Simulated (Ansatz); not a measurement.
# BiB: how the settings move a single-point run

Aim: see which settings change the result for BiB, by how much, and at what cost. The cell is built on a prototype (CsCl type) and needn't be the phase found in nature.

Computed with Ansatz 0.2.0 (reference: DFT, PBE, plane waves, PAW, unless a step's input says otherwise).

7 further runs of the same task are left out: 5 for a known fault of the program, 2 that didn't finish.

**1. The starting structure**

The structure is cubic, space group Pm-3m (No. 221). Conventional cell: a = 3.370 Å, b = 3.370 Å, c = 3.370 Å, α = 90.00°, β = 90.00°, γ = 90.00°. B (site symmetry m-3m) has 8 Bi at 2.92 Å as nearest neighbours. Bi (site symmetry m-3m) has 8 B at 2.92 Å as nearest neighbours.

Structure file:

```cif
data_structure
_symmetry_space_group_name_H-M 'P 1'
_symmetry_Int_Tables_number 1
_cell_length_a 3.3701
_cell_length_b 3.3701
_cell_length_c 3.3701
_cell_angle_alpha 90.000
_cell_angle_beta 90.000
_cell_angle_gamma 90.000
_cell_volume 38.28
loop_
_atom_site_label
_atom_site_type_symbol
_atom_site_fract_x
_atom_site_fract_y
_atom_site_fract_z
_atom_site_occupancy
B1 B 0.00000 0.00000 0.00000 1
Bi1 Bi 0.50000 0.50000 0.50000 1
```

**2. Baseline**

input.yaml reads:

```yaml
crystal:
  lattice:
    - [3.3701289731, 0.0, 0.0]
    - [0.0, 3.3701289731, 0.0]
    - [0.0, 0.0, 3.3701289731]
  atoms:
    - { symbol: B, position: [0.0, 0.0, 0.0] }
    - { symbol: Bi, position: [0.5, 0.5, 0.5] }
kpoints:
  mp_grid: { grid: [6, 6, 6] }
hamiltonian:
  xc: pbe
scf:
  occupations: { method: fermi_dirac, width: 0.02 }
  n_extra_bands: 4
output:
  forces: true
  stress: true
  eigenvalues: true
  write_density: true
  write_potential: true
  elf: true
  volumetric_format: npy
```

Command:

```
> ansatz run input.yaml --threads 4 --pin off --max-ram 3686MiB --backend cpu --events-out ev --progress --plain --runs-dir out
```

**3. A further run, with the input changed**

Changes to input.yaml since step 2:

```diff
@@ -15,2 +15,4 @@
   n_extra_bands: 4
+  mixing: { beta: 1.0 }
+  max_iter: 69
 output:
@@ -19,5 +21 @@
   eigenvalues: true
-  write_density: true
-  write_potential: true
-  elf: true
-  volumetric_format: npy
```

**5. The same system, input altered**

Changes to input.yaml since step 2:

```diff
@@ -15,2 +15,3 @@
   n_extra_bands: 4
+  max_iter: 58
 output:
@@ -19,5 +20,4 @@
   eigenvalues: true
-  write_density: true
-  write_potential: true
-  elf: true
-  volumetric_format: npy
+magnetization:
+  spin_polarized: true
+  initial_magnetization: 6.0
```

**7. Changed: xc_grid 3**

Changes to input.yaml since step 2:

```diff
@@ -19,5 +19,3 @@
   eigenvalues: true
-  write_density: true
-  write_potential: true
-  elf: true
-  volumetric_format: npy
+basis:
+  xc_grid: 3
```

**8. Changing settings: preconditioner none**

Changes to input.yaml since step 2:

```diff
@@ -15,2 +15,3 @@
   n_extra_bands: 4
+  mixing: { preconditioner: none }
 output:
@@ -19,5 +20 @@
   eigenvalues: true
-  write_density: true
-  write_potential: true
-  elf: true
-  volumetric_format: npy
```

**9. Variant: mp_grid.grid [5, 5, 5]**

Changes to input.yaml since step 2:

```diff
@@ -9,3 +9,3 @@
 kpoints:
-  mp_grid: { grid: [6, 6, 6] }
+  mp_grid: { grid: [5, 5, 5] }
 hamiltonian:
@@ -19,5 +19 @@
   eigenvalues: true
-  write_density: true
-  write_potential: true
-  elf: true
-  volumetric_format: npy
```

**10. Changing settings: pseudopotentials.kind nc**

Changes to input.yaml since step 2:

```diff
@@ -12,2 +12,3 @@
   xc: pbe
+  pseudopotentials: { kind: nc }
 scf:
@@ -19,5 +20 @@
   eigenvalues: true
-  write_density: true
-  write_potential: true
-  elf: true
-  volumetric_format: npy
```

(Steps that only read results are left out.)

**Question.** What will these runs give? Wanted: for each run, ending; energy change; pressure; gap; force.

**Answer**, as computed:

```csv
run,ending,energy change,pressure (GPa),gap (eV),force (eV/Å),cycles,time
reference,converged,0,-0.5,0.00,0.00,6,0.54 s
1: mixing.beta 1.0,converged,0.0 meV/atom,-0.5,0.00,0.00,6,0.96 s
"2: spin_polarized true, initial_magnetization 6.0",converged,0.0 meV/atom,-0.5,0.00,0.00,17,0.91 s
3: xc_grid 3,converged,0.0 meV/atom,-0.5,0.00,0.00,6,0.51 s
4: preconditioner none,converged,0.0 meV/atom,-0.5,0.00,0.00,6,0.46 s
"5: mp_grid.grid [5, 5, 5]",converged,+117.8 meV/atom,0.6,0.00,0.00,6,0.38 s
6: pseudopotentials.kind nc,converged,not comparable,-0.4,0.00,0.00,8,3.1 s
```

Times don't compare one to one where runs were asked for different outputs or read a saved state (see the inputs); cycles may leave out searches for a lower state.

Residual by cycle in the longest SCF loop of each run; runs are numbered as in the table. The quantity is the density residual dr2, in eV.

```csv
cycle,reference,run 1,run 2,run 3,run 4,run 5,run 6
1,8.5e-4,8.5e-4,1.18,8.5e-4,8.5e-4,0.00264,0.816
2,1.1e-4,0.00156,0.0577,1.1e-4,2.2e-4,5.1e-4,0.135
4,2.4e-7,2.5e-6,0.0158,2.5e-7,5.2e-6,7.7e-7,0.00278
5,3.1e-9,6.4e-8,0.0231,3.3e-9,5.4e-7,3.4e-8,2.6e-4
7,-,-,5.0e-4,-,-,-,9.7e-8
8,-,-,4.6e-4,-,-,-,1.0e-10
10,-,-,0.00252,-,-,-,-
11,-,-,3.6e-5,-,-,-,-
13,-,-,1.2e-6,-,-,-,-
14,-,-,2.4e-7,-,-,-,-
16,-,-,1.2e-10,-,-,-,-
17,-,-,2.5e-11,-,-,-,-
```

What this shows: Of the converged runs whose energies compare with the reference's, «mp_grid.grid [5, 5, 5]» moves the energy most (+117.8 meV/atom). Of the variants the dearest is «pseudopotentials.kind nc» (3.1 s), the cheapest «mp_grid.grid [5, 5, 5]» (0.38 s), on a shared host.
